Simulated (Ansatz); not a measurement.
## AlIr, space group Pm-3m: an all-electron equation of state, step by step

Computed with the Python package of Ansatz (0.2.0).

The cells in order, each with its output:

**Cell 1**
```python
import ansatz
from ase.eos import EquationOfState
from ase.units import GPa
import numpy as np
```

**Cell 2**
```python
VECTORS = np.array([
    [2.994555, 0.0, 0.0],
    [0.0, 2.994555, 0.0],
    [0.0, 0.0, 2.994555],
])
SITES = [
    ("Al", [0.0, 0.0, 0.0]),
    ("Ir", [0.5, 0.5, 0.5]),
]
```

**Cell 3**
```python
def crystal_on(cell):
    crystal = ansatz.Crystal(lattice=ansatz.Lattice.of(cell))
    for symbol, position in SITES:
        crystal = crystal.atom(symbol, position)
    return crystal
```

**Cell 4**
```python
volumes, energies = [], []
for scale in np.linspace(0.92, 1.08, 5):
    cell = VECTORS * scale ** (1 / 3)
    setup = (
        crystal_on(cell).calculation()
        .functional(ansatz.Functional.PBESOL)
        .occupations(ansatz.OccupationsMethod.FERMI_DIRAC, width=0.1)
        .kpoints(10, 10, 10)
        .pseudopotentials("all_electron", lapw=True)
    )
    r = setup.run().report
    volumes.append(abs(np.linalg.det(cell)) / len(SITES))
    energies.append(r["free_energy_ev"] / len(SITES))
    print(f"{scale:.3f} {volumes[-1]:9.4f} A^3/atom {energies[-1]:16.5f} eV/atom  (estimated basis error {1000 * r['lapw_basis_errors']['total_ev_per_atom']:.2f} meV/atom)")
v0, e0, bulk = EquationOfState(volumes, energies, eos="birchmurnaghan").fit()
print(f"V0 = {v0:.4f} A^3/atom, B0 = {bulk / GPa:.1f} GPa")
```
Output:
```text
0.920   12.3525 A^3/atom    -245743.01400 eV/atom  (estimated basis error 0.06 meV/atom)
0.960   12.8896 A^3/atom    -245743.06839 eV/atom  (estimated basis error 0.06 meV/atom)
1.000   13.4266 A^3/atom    -245743.08232 eV/atom  (estimated basis error 0.06 meV/atom)
1.040   13.9637 A^3/atom    -245743.06381 eV/atom  (estimated basis error 0.06 meV/atom)
1.080   14.5008 A^3/atom    -245743.01935 eV/atom  (estimated basis error 0.07 meV/atom)
V0 = 13.3698 A^3/atom, B0 = 245.4 GPa
```

A third-order Birch-Murnaghan fit through the 5 points has its minimum at 13.37 Å³ an atom, 0.4 % below the typed cell, with a bulk modulus of 245 GPa and dB/dP = 4.5. From that minimum the energy rises by 68.5 meV an atom on the compressed side and 63.1 meV on the expanded side.

What to keep in mind:
- All-electron totals depend on functional, relativistic treatment and basis; only differences at equal settings carry meaning.
- For a metal this k-point mesh is coarse: on a finer one energies can move by several to tens of meV an atom and pressures by half a GPa or more, differences at one mesh by less.
- Spin-orbit coupling, which matters for elements this heavy, is left out.
- The structure comes from a database of computed cells and needn't be a stable or known phase.
- Finished in 75 s on 1 thread of Arm Neoverse V2, on a shared host, peak memory 0.49 GiB.
